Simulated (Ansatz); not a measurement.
# C2H7BOSi: the cost of one run

Method: UKS B3LYP-D4/STO-3G, in Ansatz 0.2.0.

## Step 1: The system as given

Bond lengths: C1–C2 1.485 Å, C2–Si3 1.845 Å, C2–B4 1.625 Å, C2–O5 1.361 Å, B4–O5 1.526 Å, C1–H6 1.129 Å, C1–H7 1.071 Å, C1–H8 1.169 Å, Si3–H9 1.444 Å, Si3–H10 1.481 Å, Si3–H11 1.499 Å, B4–H12 1.124 Å. Angles (14 of 22 angles, heavy atoms first): C1–C2–Si3 117.6°, C1–C2–B4 120.7°, C1–C2–O5 115.1°, Si3–C2–B4 116.0°, Si3–C2–O5 113.6°, B4–C2–O5 60.7°, C2–B4–O5 51.1°, C2–O5–B4 68.2°, C2–C1–H6 110.5°, C2–C1–H7 112.6°, C2–C1–H8 108.8°, C2–Si3–H9 111.8°, C2–Si3–H10 111.4°, C2–Si3–H11 110.4°.

Coordinates:

```xyz
12

C    -1.3902   -0.1362   -0.6101
C    -0.0517    0.3158   -0.1517
Si    0.7843   -0.6768    1.1595
B     0.9271    1.1478   -1.1462
O     0.0789    1.6601    0.0147
H    -2.1211   -0.1444    0.2499
H    -1.3569   -1.0828   -1.1097
H    -1.8232    0.6590   -1.3497
H     1.0642   -2.0226    0.7163
H    -0.0338   -0.7392    2.3927
H     2.0891   -0.0458    1.5405
H     1.9103    1.0100   -1.6723
```

## Step 2: Preparing the start

Input file input.yaml:

```yaml
crystal:
  periodic: [false, false, false]
  atoms:
    - { symbol: C, position_ang: [-1.3902, -0.1362, -0.6101] }
    - { symbol: C, position_ang: [-0.0517, 0.3158, -0.1517] }
    - { symbol: Si, position_ang: [0.7843, -0.6768, 1.1595] }
    - { symbol: B, position_ang: [0.9271, 1.1478, -1.1462] }
    - { symbol: O, position_ang: [0.0789, 1.6601, 0.0147] }
    - { symbol: H, position_ang: [-2.1211, -0.1444, 0.2499] }
    - { symbol: H, position_ang: [-1.3569, -1.0828, -1.1097] }
    - { symbol: H, position_ang: [-1.8232, 0.659, -1.3497] }
    - { symbol: H, position_ang: [1.0642, -2.0226, 0.7163] }
    - { symbol: H, position_ang: [-0.0338, -0.7392, 2.3927] }
    - { symbol: H, position_ang: [2.0891, -0.0458, 1.5405] }
    - { symbol: H, position_ang: [1.9103, 1.01, -1.6723] }
magnetization:
  spin_polarized: true
basis:
  gaussian: { orbitals: STO-3G }
hamiltonian:
  xc: b3lyp
  dispersion: d4
relax:
  f_tol: 0.02
  max_steps: 40
```

Launch:

```console
ansatz run input.yaml --threads 1 --pin off --max-ram 2048MiB --backend cpu --events-out ev --progress --plain --runs-dir out
```

**Question.** How long does this run take on 1 thread of Arm Neoverse V2, shared host, and how much memory does it need?

About 34 s, with a peak of 0.17 GiB.
